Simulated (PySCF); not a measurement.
# F₂Ge₃H₈Si: electronic excitations

Wanted: the electronic excitations of F₂Ge₃H₈Si (`F[SiH2][Ge@H]([GeH3])[GeH2][F]`), by calculation.

Computed with PySCF 2.14.0, with density-fitted response routines of our own, on a single molecule in the gas phase. Atoms count from 0, in the outputs and in this text.

**1. Starting geometry**

14 atoms, charge 0, multiplicity 1; geometry from: GFN2-xTB.

Bonds of the start (Å): F0–Si1 1.61, Si1–Ge2 2.36, Ge2–Ge3 2.41, Ge2–Ge4 2.42, Ge4–F5 1.78, Si1–H6 1.46, Si1–H7 1.45, Ge2–H8 1.53, Ge3–H9 1.50, Ge3–H10 1.50, Ge3–H11 1.50, Ge4–H12 1.52, Ge4–H13 1.52.

**2. Excited states and response: wB97X-D/def2-SVPD**

The job: settings as JSON, then the geometry in Å.

```
{"job": {"kind": "uv", "xc": "wB97X-D", "basis": "def2-SVPD", "nstates": 8, "ntriplets": 3}, "charge": 0, "multiplicity": 1}
F     -1.339212    -1.794801     1.891474
Si    -1.706839    -1.610075     0.334184
Ge    -0.012634    -0.190601    -0.483485
Ge     2.314616    -0.573025     0.003396
Ge    -0.496939     2.147466    -0.110324
F     -2.260823     2.280055    -0.315371
H     -1.651676    -2.962182    -0.210487
H     -3.034785    -1.019774     0.323968
H     -0.078109    -0.260636    -2.012119
H      3.165968    -0.735258    -1.224154
H      2.559480    -1.810610     0.816239
H      2.963715     0.536843     0.784095
H     -0.369083     2.768742     1.276424
H     -0.054356     3.223383    -1.096008
```

Level: TDDFT wB97X-D/def2-SVPD, vertical, gas phase, core orbitals frozen in the response.

Command:

```console
$ OMP_NUM_THREADS=1 python probes_run.py task.json out
```

The driver reads the jobs from task.json and runs them one after another.

What will the session give for the following? lowest singlet (wB97X-D/def2-SVPD); brightest single state of those computed; lowest triplet. Wanted: lowest singlet; brightest single state of those computed; lowest triplet.

As calculated:

```
                                quantity                        value
      lowest singlet (wB97X-D/def2-SVPD)  6.05 eV (205 nm), f = 0.067
brightest single state of those computed  state 8, 7.29 eV, f = 0.135
                          lowest triplet                      5.43 eV
```

In words: The first singlet state (HOMO→LUMO 0.79, HOMO→LUMO+1 0.10) lies at 6.05 eV and is bright; of the 8 states computed, the strongest absorption comes from state 8 at 7.29 eV (the last computed, so partners may be missing). The lowest triplet lies 0.62 eV below the lowest singlet (triplets in Tamm-Dancoff, singlets in full TDDFT).
